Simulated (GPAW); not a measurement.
# BiTe (Fm-3m) in GPAW: single point with PBE

Aim: the single point of BiTe with PBE.

Everything below comes from runs of GPAW 26.7.0. Logs are shortened: lines on timing, memory, paths and dates and some standing lists are left out, and cuts for length are marked. The log counts tension as positive stress, the text compression.

**1. The crystal as given**

The structure is cubic, space group Fm-3m (No. 225). The conventional cell has a = 6.470 Å, b = 6.470 Å, c = 6.470 Å, α = 90.00°, β = 90.00°, γ = 90.00°. Bi (site symmetry m-3m) has 6 Te at 3.23 Å as nearest neighbours. Around Te (site symmetry m-3m) lie 6 Bi at 3.23 Å.

**2. Single point, PBE**

Contents of run.py:

```python
from ase.dft.bandgap import bandgap
from ase.io import read, write
from ase.units import GPa
from gpaw import GPAW, PW

atoms = read('BiTe.xyz')

calc = GPAW(mode=PW(500),
            xc='PBE',
            kpts={'size': (6, 6, 6), 'gamma': True},
            occupations={'name': 'fermi-dirac', 'width': 0.05},
            nbands=20,
            maxiter=120,
            txt='gpaw.txt')
atoms.calc = calc
energy = atoms.get_potential_energy()
forces = atoms.get_forces()
stress = atoms.get_stress()
calc.write('gs.gpw')
write('result.traj', atoms)
print(f'Energy: {energy:.6f} eV')
print('Forces (eV/A):')
print(forces.round(4))
print('Stress (GPa):', (stress / GPa).round(3))
print('Fermi level:', round(calc.get_fermi_level(), 4), 'eV')
print(f'Gap: {bandgap(calc)[0]:.4f} eV, direct: {bandgap(calc, direct=True)[0]:.4f} eV')
```

Contents of BiTe.xyz:

```xyz
2
Lattice="0.0000000000 3.2350000000 3.2350000000 3.2350000000 0.0000000000 3.2350000000 3.2350000000 3.2350000000 0.0000000000" Properties=species:S:1:pos:R:3 pbc="T T T"
Bi     0.0000000000      0.0000000000      0.0000000000
Te     3.2350000000      3.2350000000      3.2350000000
```

Potentials or basis: GPAW PAW data sets (gpaw-data 1.2.1), pw.

Launch:

```bash
$ OMP_NUM_THREADS=1 python run.py
```

gpaw.txt:

```text
__  _  _
 | _ |_)|_||  |
 |__||  | ||/\| - 26.7.0

Input parameters:
  mode=PW(ecut=500.0),
  kpts=MonkhorstPack(size=(6, 6, 6), gamma=True),
  maxiter=120,
  nbands=20,
  occupations=Occupations(name='fermi-dirac', width=0.05),
  xc=XC(name='PBE')

Diagonalizing LCAO Hamiltonian
Converting LCAO to pw mode

                 Te

       Bi

Atoms  # Å, Bohr magnetons
|   | symbol |        x |        y |        z |    initial magnetic moments |
|---|--------|----------|----------|----------|-----------------------------|
| 0 |     Bi | 0.000000 | 0.000000 | 0.000000 | ( 0.0000,  0.0000,  0.0000) |
| 1 |     Te | 3.235000 | 3.235000 | 3.235000 | ( 0.0000,  0.0000,  0.0000) |

Unit cell  # Å
| periodic |        x |        y |        z |  lengths |    angles |
|----------|----------|----------|----------|----------|-----------|
|      yes | 0.000000 | 3.235000 | 3.235000 | 4.574981 | 60.000000 |
|      yes | 3.235000 | 0.000000 | 3.235000 | 4.574981 | 60.000000 |
|      yes | 3.235000 | 3.235000 | 0.000000 | 4.574981 | 60.000000 |

Number of symmetries: 48
Symmetry operations  # r_c * U_cc + t_c -> r_c
|    | kind |            matrix            |
|----|------|------------------------------|
|  0 |  σ   |  1, 0, 0,  1, 0,-1,  1,-1, 0 |
|  1 |  C2  |  1, 0, 0,  1,-1, 0,  1, 0,-1 |
|  2 |  E   |  1, 0, 0,  0, 1, 0,  0, 0, 1 |
|  3 |  σ   |  1, 0, 0,  0, 0, 1,  0, 1, 0 |
|  4 |  C4  |  1, 0,-1,  1, 0, 0,  1,-1, 0 |
|  5 |  S6  |  1, 0,-1,  1,-1, 0,  1, 0, 0 |
|  6 |  σ   |  1, 0,-1,  0, 1,-1,  0, 0,-1 |
|  7 |  C3  |  1, 0,-1,  0, 0,-1,  0, 1,-1 |
|  8 |  S6  |  1,-1, 0,  1, 0, 0,  1, 0,-1 |
|  9 |  C4  |  1,-1, 0,  1, 0,-1,  1, 0, 0 |
| 10 |  C3  |  1,-1, 0,  0,-1, 1,  0,-1, 0 |
| 11 |  σ   |  1,-1, 0,  0,-1, 0,  0,-1, 1 |
| 12 |  σ   |  0, 1, 0,  1, 0, 0,  0, 0, 1 |
| 13 |  C4  |  0, 1, 0,  0, 1,-1, -1, 1, 0 |
| 14 |  C3  |  0, 1, 0,  0, 0, 1,  1, 0, 0 |
| 15 |  S6  |  0, 1, 0, -1, 1, 0,  0, 1,-1 |
| 16 |  C2  |  0, 1,-1,  1, 0,-1,  0, 0,-1 |
| 17 |  σ   |  0, 1,-1,  0, 1, 0, -1, 1, 0 |
| 18 |  S4  |  0, 1,-1,  0, 0,-1,  1, 0,-1 |
| 19 |  C4  |  0, 1,-1, -1, 1, 0,  0, 1, 0 |
| 20 |  C3  |  0, 0, 1,  1, 0, 0,  0, 1, 0 |
| 21 |  σ   |  0, 0, 1,  0, 1, 0,  1, 0, 0 |
| 22 |  S6  |  0, 0, 1,  0,-1, 1, -1, 0, 1 |
| 23 |  C4  |  0, 0, 1, -1, 0, 1,  0,-1, 1 |
| 24 |  S4  |  0, 0,-1,  1, 0,-1,  0, 1,-1 |
| 25 |  C3  |  0, 0,-1,  0, 1,-1,  1, 0,-1 |
| 26 |  C2  |  0, 0,-1,  0,-1, 0, -1, 0, 0 |
| 27 |  S6  |  0, 0,-1, -1, 0, 0,  0,-1, 0 |
| 28 |  S4  |  0,-1, 1,  1,-1, 0,  0,-1, 0 |
| 29 |  C4  |  0,-1, 1,  0, 0, 1, -1, 0, 1 |
| 30 |  C2  |  0,-1, 1,  0,-1, 0,  1,-1, 0 |
| 31 |  σ   |  0,-1, 1, -1, 0, 1,  0, 0, 1 |
| 32 |  C3  |  0,-1, 0,  1,-1, 0,  0,-1, 1 |
| 33 |  S6  |  0,-1, 0,  0, 0,-1, -1, 0, 0 |
| 34 |  S4  |  0,-1, 0,  0,-1, 1,  1,-1, 0 |
| 35 |  C2  |  0,-1, 0, -1, 0, 0,  0, 0,-1 |
| 36 |  C2  | -1, 1, 0,  0, 1, 0,  0, 1,-1 |
| 37 |  S6  | -1, 1, 0,  0, 1,-1,  0, 1, 0 |
| 38 |  S4  | -1, 1, 0, -1, 0, 1, -1, 0, 0 |
| 39 |  C3  | -1, 1, 0, -1, 0, 0, -1, 0, 1 |
| 40 |  S6  | -1, 0, 1,  0, 0, 1,  0,-1, 1 |
| 41 |  C2  | -1, 0, 1,  0,-1, 1,  0, 0, 1 |
| 42 |  C3  | -1, 0, 1, -1, 1, 0, -1, 0, 0 |
| 43 |  S4  | -1, 0, 1, -1, 0, 0, -1, 1, 0 |
| 44 |  C2  | -1, 0, 0,  0, 0,-1,  0,-1, 0 |
| 45 |  i   | -1, 0, 0,  0,-1, 0,  0, 0,-1 |
| 46 |  σ   | -1, 0, 0, -1, 1, 0, -1, 0, 1 |
| 47 |  C2  | -1, 0, 0, -1, 0, 1, -1, 1, 0 |

BZ-sampling:
  Number of BZ points: 216
  Number of IBZ points: 16

  Monkhorst-Pack size: [6, 6, 6]
  Monkhorst-Pack shift: [0.08333333333333333, 0.08333333333333333, 0.08333333333333333]

K-points  # in reciprocal-cell coordinates
|     |                                coordinates |     weight |
|-----|--------------------------------------------|------------|
|   0 | (  0.00000000,   0.00000000,   0.00000000) | 0.00462963 |
|   1 | (  0.16666667,   0.16666667,   0.00000000) | 0.02777778 |
|   2 | (  0.16666667,   0.16666667,   0.16666667) | 0.03703704 |
|   3 | (  0.33333333,   0.16666667,   0.16666667) | 0.05555556 |
|   4 | (  0.33333333,   0.33333333,  -0.33333333) | 0.05555556 |
|   5 | (  0.33333333,   0.33333333,   0.00000000) | 0.02777778 |
|   6 | (  0.33333333,   0.33333333,   0.16666667) | 0.11111111 |
|   7 | (  0.33333333,   0.33333333,   0.33333333) | 0.03703704 |
|   8 | (  0.50000000,   0.33333333,  -0.33333333) | 0.11111111 |
|   9 | (  0.50000000,   0.33333333,  -0.16666667) | 0.05555556 |
| ... |                                            |            |
|  15 | (  0.50000000,   0.50000000,   0.50000000) | 0.01851852 |

Plane wave coefficients: 1759
Cutoff: 500.0 eV

Spin-components: 1 (collinear spins)
Bands:           20
Projectors:      11
Spin-degeneracy: 2
Datatype:        complex128

Parallelization:
  kpt:    1
  domain: 1
  band:   1

Density:
  Valence electrons: 21.0
  Components: 1
  Grid points: [24 24 24]
  Charge: 0.0  # |e|

Potential:
  Grid points: [24 24 24]

species:
  Bi:
    name:    Bismuth
    Z:       83.0
    valence: 15
    core:    68
    charge:  0.0  # [|e|]
    compensation charges:
      type: gauss
      rc: 0.38  # [Å]
      lmax: 2
    cutoffs:
      filter: 2.23  # [Å]
      core: 2.33  # [Å]
    projectors
    | kind |    occ | energy [eV] | rcut [Å] |
    |------|--------|-------------|----------|
    |   6s |  2.000 |     -14.385 |    1.286 |
    |   6p |  3.000 |      -4.580 |    1.275 |
    |   5d | 10.000 |     -27.119 |    1.349 |
    |    s |        |      12.827 |    1.286 |
    |    p |        |      22.631 |    1.275 |
    |    d |        |       0.093 |    1.349 |

    Using partial waves for Bi as LCAO basis

  Te:
    name:    Tellurium
    Z:       52.0
    valence: 6
    core:    46
    charge:  0.0  # [|e|]
    compensation charges:
      type: gauss
      rc: 0.36  # [Å]
      lmax: 2
    cutoffs:
      filter: 2.09  # [Å]
      core: 3.17  # [Å]
    projectors
    | kind |    occ | energy [eV] | rcut [Å] |
    |------|--------|-------------|----------|
    |   5s |  2.000 |     -15.089 |    1.180 |
    |   5p |  4.000 |      -5.955 |    1.196 |
    |    s |        |      12.123 |    1.180 |
    |    p |        |      21.256 |    1.196 |
    |    d |        |       0.000 |    1.238 |

    Using partial waves for Te as LCAO basis

Reference energy: -769639.066386  # eV

eigensolver:
  PPCG
  Converge bands: occupied
  niter=2

density mixing:
  MSR1-Mixer
  Pratt-step length: 0.05
  Maximum mixing coefficient: 0.75
  Old densities: 10
  SVD Regularization: 0.005
  Good broyden scale: 1.0
  Trust region scale: 1.0
  Backstep threshold: 4.0
  History deletion threshold: 6.0
  Fourier metric: weight=20.0, sigma=0.015

occupation numbers:
  Fermi-Dirac:
    width: 0.0500  # eV

poisson solver:
  ecut: 4000.0  # eV

xc functional:
  name: PBE with 2 nearest neighbor stencil

convergence criteria:
- Maximum [total energy] change in last 3 cyles: 0.0005 eV / valence electron
- Maximum integral of absolute [dens]ity change: 0.0001 electrons / valence electron
- Maximum integral of absolute [eigenst]ate change: 4e-08 eV^2 / valence electron
maximum number of iterations: 120

SCF iterations
|iter     | |      energy | eigst |  dens |
|---------|-|-------------|-------|-------|
|iter:   1| |   -8.009442 | -0.43 |       |
|iter:   2| |   -8.009326 | -2.57 | -1.57 |
|iter:   3| |   -8.002770c| -3.15 | -1.61 |
|iter:   4| |   -8.005536c| -3.53 | -2.04 |
|iter:   5| |   -8.006037c| -4.19 | -2.42 |
|iter:   6| |   -8.006073c| -5.32 | -3.08 |
|iter:   7| |   -8.006077c| -6.38 | -3.88 |
|iter:   8| |   -8.006078c| -7.12 | -4.43c|
|iter:   9| |   -8.006078c| -7.97c| -5.13c|

Converged in 9 steps
Energy contributions relative to reference atoms: (reference = -769639.066386)

Energy contributions:
  Kinetic:          22.739317
  Coulomb:         -21.731475
  Zero:             -1.348279
  External:          0.000000
  Xc:               -7.656311
  Entropy:          -0.018660
  Spinorbit:         0.000000
  ----------------------------
  Free energy:      -8.015409
  Extrapolated:     -8.006078

dipole moment: (-25.199009, -25.199009, -25.199009)  # |e|*Ang

Fermi level: 6.312
Eigenvalues  # (at kpt = [0.000, 0.000, 0.000])
| band index |      eig [eV] | occ [0-2] |
|------------|---------------|-----------|
|          0 |       -16.920 |     2.000 |
|        ... |               |           |
|          2 |       -16.914 |     2.000 |
|          3 |       -16.914 |     2.000 |
|          4 |       -16.914 |     2.000 |
|          5 |        -7.052 |     2.000 |
|          6 |        -1.606 |     2.000 |
|          7 |         3.855 |     2.000 |
[... 8 lines left out ...]
|         16 |        12.575 |     0.000 |
|         17 |        12.986 |     0.000 |
|        ... |               |           |
|         19 |        13.101 |     0.000 |

No gap
No difference between direct/indirect transitions

Forces  # eV/Ang
|       x |        y |        z |
|---------|----------|----------|
| 0.00000 |  0.00000 |  0.00000 |  # Bi   0
| 0.00000 | -0.00000 | -0.00000 |  # Te   1

Stress tensor  # eV/Ang^3
|         x |         y |         z |
|-----------|-----------|-----------|
| -0.004099 |  0.000000 |  0.000000 |
|  0.000000 | -0.004099 | -0.000000 |
|  0.000000 | -0.000000 | -0.004099 |

# Writing to gs.gpw (mode='')
```

Run time: 5.3 s. Hardware: 1 thread of AMD EPYC 9R45 (Zen 5), shared host; peak memory 0.15 GiB.

What came out:

```yaml
Free_energy: -8.0154 eV
Pressure: 0.7 GPa
Band_gap_on_the_k_mesh: none (metal or under the smearing width)
```

Caveat: the cutoff is short for stress and forces, so pressures can be off by a GPa or more; spin-orbit coupling is left out, which moves the levels of the heavy elements.
